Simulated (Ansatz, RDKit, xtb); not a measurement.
# C2H7BClGa: ranking a sample of isomers

A sample of isomers of C2H7BClGa is drawn. Aim: find which of them has the lowest free energy at 298.15 K, then its properties. The sample is small against all isomers, and the most stable one of this formula need not be in it.

The funnel: GFN2-xTB relaxations, single points with a density functional, relaxations at B3LYP-D3(BJ)/def2-SVP, harmonic vibrations (at GFN2-xTB), and a last energy at a higher level. All values are calculated.

## Step 1: Candidates

Isomers were taken from a list of plausible structures; this is a sample, not all of them. That gives 4 candidates.

| label | SMILES | spin |
| --- | --- | --- |
| c315 | B[C@@H](Cl)[GaH][CH3] | singlet |
| c480 | B[CH2][Ga]([CH3])[Cl] | singlet |
| c502 | [BH2][Ga]([CH3])[CH2]Cl | singlet |
| c890 | B[CH2][GaH][CH2]Cl | singlet |

Candidates are built by distance geometry, with a force field where one applies, in up to four conformers (letters a to d).

**Question.** With final energies at CCSD(T)/def2-SVP + MP2/def2-TZVPP - MP2/def2-SVP, which structure will this search put lowest in free energy, and by what margin?

| quantity | value |
| --- | --- |
| lowest structure found | B[CH2][Ga]([CH3])[Cl], singlet |
| next finalist | [BH2][CH]1[Cl][GaH]1[CH3] ‡, singlet, 44.8 kcal/mol higher in G |
| share at equilibrium, among the finalists | 100.0 % |

`B[CH2][Ga]([CH3])[Cl]` comes out lowest. Among the finalists first place is clear (44.8 kcal/mol); structures outside the list aren't covered. B3LYP-D3(BJ)/def2-SVP, HF/def2-SVP and MP2/def2-SVP already put its bonding pattern lowest among the structures in one piece. The search is not exhaustive (a finite list of starts, one conformer a finalist), so a lower isomer can't be ruled out. Only 4 drawn patterns were tried, so whole families of isomers are missing, and the result ranks this sample alone.

‡ marks the bonded skeleton alone, with all bonds drawn single: no Lewis structure was assigned that passes a check against the bond lengths.
